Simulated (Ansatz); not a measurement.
# C3H10OSi: the cost of one run

Method: RKS PBE/6-31G, in Ansatz 0.2.0.

### Step 1. The starting structure

Bond lengths: Si1–O2 1.680 Å, O2–C3 1.420 Å, C3–H4 1.110 Å, C3–H5 1.110 Å, C3–H6 1.110 Å, Si1–C7 1.870 Å, C7–H8 1.110 Å, C7–H9 1.110 Å, C7–H10 1.110 Å, Si1–C11 1.869 Å, C11–H12 1.110 Å, C11–H13 1.110 Å, C11–H14 1.110 Å, Si1–H15 1.459 Å. Angles (14 of 25 angles, heavy atoms first): Si1–O2–C3 125.0°, O2–Si1–C7 109.4°, O2–Si1–C11 109.5°, C7–Si1–C11 109.5°, O2–Si1–H15 109.5°, C7–Si1–H15 109.5°, C11–Si1–H15 109.5°, O2–C3–H4 109.5°, O2–C3–H5 109.5°, O2–C3–H6 109.5°, Si1–C7–H8 109.5°, Si1–C7–H9 109.5°, Si1–C7–H10 109.5°, Si1–C11–H12 109.5°.

Coordinates:

```xyz
15

Si    0.0000    0.0000    0.0000
O     0.0000    0.0000    1.6800
C    -1.1112   -0.3437    2.4945
H    -1.8140   -0.9775    1.9143
H    -0.7584   -0.9037    3.3856
H    -1.6313    0.5809    2.8212
C     1.7634    0.0000   -0.6227
H     2.1111   -1.0463   -0.7509
H     1.8119    0.5276   -1.5981
H     2.4154    0.5187    0.1108
C    -0.8808    1.5259   -0.6227
H    -1.9334    1.2723   -0.8671
H    -0.8624    2.3106    0.1622
H    -0.3704    1.9025   -1.5336
H    -0.6877   -1.1914   -0.4862
```

### Step 2. Relaxing the start

The input, input.yaml:

```yaml
crystal:
  periodic: [false, false, false]
  atoms:
    - { symbol: Si, position_ang: [0.0, 0.0, 0.0] }
    - { symbol: O, position_ang: [0.0, 0.0, 1.68] }
    - { symbol: C, position_ang: [-1.1112, -0.3437, 2.4945] }
    - { symbol: H, position_ang: [-1.814, -0.9775, 1.9143] }
    - { symbol: H, position_ang: [-0.7584, -0.9037, 3.3856] }
    - { symbol: H, position_ang: [-1.6313, 0.5809, 2.8212] }
    - { symbol: C, position_ang: [1.7634, 0.0, -0.6227] }
    - { symbol: H, position_ang: [2.1111, -1.0463, -0.7509] }
    - { symbol: H, position_ang: [1.8119, 0.5276, -1.5981] }
    - { symbol: H, position_ang: [2.4154, 0.5187, 0.1108] }
    - { symbol: C, position_ang: [-0.8808, 1.5259, -0.6227] }
    - { symbol: H, position_ang: [-1.9334, 1.2723, -0.8671] }
    - { symbol: H, position_ang: [-0.8624, 2.3106, 0.1622] }
    - { symbol: H, position_ang: [-0.3704, 1.9025, -1.5336] }
    - { symbol: H, position_ang: [-0.6877, -1.1914, -0.4862] }
basis:
  gaussian: { orbitals: "6-31G" }
hamiltonian:
  xc: pbe
relax:
  f_tol: 0.02
  max_steps: 40
output:
  orbitals: {}
```

Command:

```bash
> ansatz run input.yaml --threads 1 --pin off --max-ram 2048MiB --backend cpu --events-out ev --progress --plain --runs-dir out
```

**Question.** How long does this run take on 1 thread of Arm Neoverse V1, shared host, and how much memory does it need?

About 60 s, with a peak of 0.15 GiB.
